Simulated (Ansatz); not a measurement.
Predict the output of the script below (Ansatz's Python interface).

`sc_transition.py`
```python
# -*- coding: utf-8 -*-
"""Pressure at which two phases of Sc cross."""

import ansatz as az
import numpy as np
import pandas as pd


def hcp(a_site, a):
    return (
        az.Lattice.from_parameters(a, a, 1.633 * a, alpha=90, beta=90, gamma=120)
        .space_group(194)
        .atom(a_site, (1 / 3, 2 / 3, 0.25))
    )


def bcc(first, a):
    return az.Crystal.bcc(first, a=a)


def run_phase(name, crystal, pressure=0.0):
    calc = (
        crystal.calculation()
        .functional("pbesol")
        .mixing("broyden", ndim=4, beta=0.4)
        .scf(tolerance=1e-07, extra_bands=16)
        .basis(460)
        .kpoints(spacing=0.39)
        .occupations("fermi_dirac", width=0.05)
    )
    calc = calc.relax(force_tolerance=0.02, cell=True, pressure=pressure)
    return calc.run(threads=1)


def volume_per_atom(outcome):
    return abs(np.linalg.det(outcome.lattice.cell_ang)) / len(outcome.lattice.sites)

phases = {}
phases["hcp"] = hcp("Sc", 3.28)
phases["bcc"] = bcc("Sc", 3.68)

# H = E + PV, with 1 eV per cubic angstrom equal to 160.2 GPa
pressures = [0, 10, 20, 30]
enthalpy, volume = {name: [] for name in phases}, {name: [] for name in phases}
for p in pressures:
    for name, crystal in phases.items():
        o = run_phase(name, crystal, pressure=p)
        volume[name].append(volume_per_atom(o))
        enthalpy[name].append(o.report["energy_sigma0_ev"] / len(o.lattice.sites) + p * volume[name][-1] / 160.21766)
gap = np.array(enthalpy["bcc"]) - np.array(enthalpy["hcp"])
rows = [(p, va, vb, 1000 * d) for p, va, vb, d in zip(pressures, volume["hcp"], volume["bcc"], gap)]
print(pd.DataFrame(rows, columns=["P (GPa)", "V hcp (A^3/atom)", "V bcc (A^3/atom)", "H(bcc) - H(hcp) (meV/atom)"]).round(4).to_string(index=False))
crossings = [p0 - g0 * (p1 - p0) / (g1 - g0) for p0, p1, g0, g1 in zip(pressures, pressures[1:], gap, gap[1:]) if g0 * g1 < 0]
print("crossing near", [round(float(p), 1) for p in crossings], "GPa") if crossings else print("no crossing in this range")
```

```console
$ python sc_transition.py
DeckWarning: relax.cell: scf.convergence.dr2_threshold = 1e-7 eV (the SCF's general default) is looser than the 2e-10 eV advised for a relaxation that steers and ends on the stress (1e-10 eV for each [...]
DeckWarning: relax.cell: scf.convergence.dr2_threshold = 1e-7 eV (the SCF's general default) is looser than the 1e-10 eV advised for a relaxation that steers and ends on the stress (1e-10 eV for each [...]
 P (GPa)  V hcp (A^3/atom)  V bcc (A^3/atom)  H(bcc) - H(hcp) (meV/atom)
       0           23.6007           23.8449                    123.6921
      10           20.5954           20.6108                    128.6113
      20           18.6592           18.5179                    122.4792
      30           17.1922           17.0369                    112.0666
no crossing in this range
```
(Warnings from the package without file and line, shortened.)

Notes:
- The settings weren't tested for convergence.
- At a fixed pressure a relaxation lowers the enthalpy F + PV, while F alone can rise.
- For the metals among these phases the mesh is modest: differences between phases can be off by up to 40 meV an atom.
- Only these two structures are compared, at zero temperature and with their symmetry kept; either may be hypothetical, and another phase may be lower than both. Differences under about 40 meV an atom lie within the error of mesh and functional.
- The cells are prototypes set up for this calculation and needn't exist.
- Run time: 38 s on 1 thread of Intel(R) Xeon(R) Platinum 8259CL CPU @ 2.50GHz (Skylake/Cascade Lake), with other jobs on the host, peak memory 0.47 GiB.
